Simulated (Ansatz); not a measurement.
# InSb: the cell at several levels of theory

An exercise on one series of results from a longer session: the logs are not shown, and one member is left open.

Code: Ansatz 0.2.0. PAW datasets, plane waves, zero pressure. Spin-unpolarised throughout; all numbers are computed.

## The structure to begin with

The symmetry is F-43m (No. 216, cubic); a = 6.433 Å in the conventional setting, 33.28 Å³ an atom. In has 4 Sb at 2.79 Å; Sb has 4 In at 2.79 Å.

Structure file:

```cif
data_structure
_symmetry_space_group_name_H-M 'P 1'
_symmetry_Int_Tables_number 1
_cell_length_a 4.5490
_cell_length_b 4.5490
_cell_length_c 4.5490
_cell_angle_alpha 60.000
_cell_angle_beta 60.000
_cell_angle_gamma 60.000
_cell_volume 66.56
loop_
_atom_site_label
_atom_site_type_symbol
_atom_site_fract_x
_atom_site_fract_y
_atom_site_fract_z
_atom_site_occupancy
In1 In 0.00000 0.00000 0.00000 1
Sb1 Sb 0.25000 0.25000 0.25000 1
```

Set-up of the first run:

input.yaml reads:

```yaml
crystal:
  lattice:
    - [0.0, 3.2166492898, 3.2166492898]
    - [3.2166492898, 0.0, 3.2166492898]
    - [3.2166492898, 3.2166492898, 0.0]
  atoms:
    - { symbol: In, position: [0.0, 0.0, 0.0] }
    - { symbol: Sb, position: [0.25, 0.25, 0.25] }
kpoints:
  mp_grid: { grid: [6, 6, 6] }
hamiltonian:
  xc: pbe
scf:
  occupations: { method: fermi_dirac, width: 0.02 }
relax:
  f_tol: 0.005
  cell: {}
```

Run with:

```
$ ansatz run input.yaml --threads 4 --pin off --max-ram 7372MiB --backend cpu --events-out ev --progress --plain --runs-dir out
```

Steps of the session up to this table: Relaxing with PBE; Relaxing with r2SCAN; Relaxing with PBEsol; LDA: cell and atoms; Relaxation with HSE06.

One of the session's tables, all rows but one given; the rest of the session is left out.

| level | a (Å) | volume (Å³/atom) |
| --- | --- | --- |
| PBE | ? | ? |
| r2SCAN | 6.559 | 35.272 |
| PBEsol | 6.523 | 34.686 |
| LDA | 6.454 | 33.603 |
| HSE06 | 6.553 | 35.175 |

Q: Estimate the row for PBE from the others.

**Answer.** a (Å): 6.638; volume (Å³/atom): 36.553. In the column «a (Å)» it is the highest.

The volume runs from LDA (least) to PBE (most), a spread of 8.8 %, or 2.8 % in length if all axes shared it alike. The meshes differ: PBE 6×6×6, r2SCAN 6×6×6, PBEsol 6×6×6, LDA 6×6×6, HSE06 4×4×4.
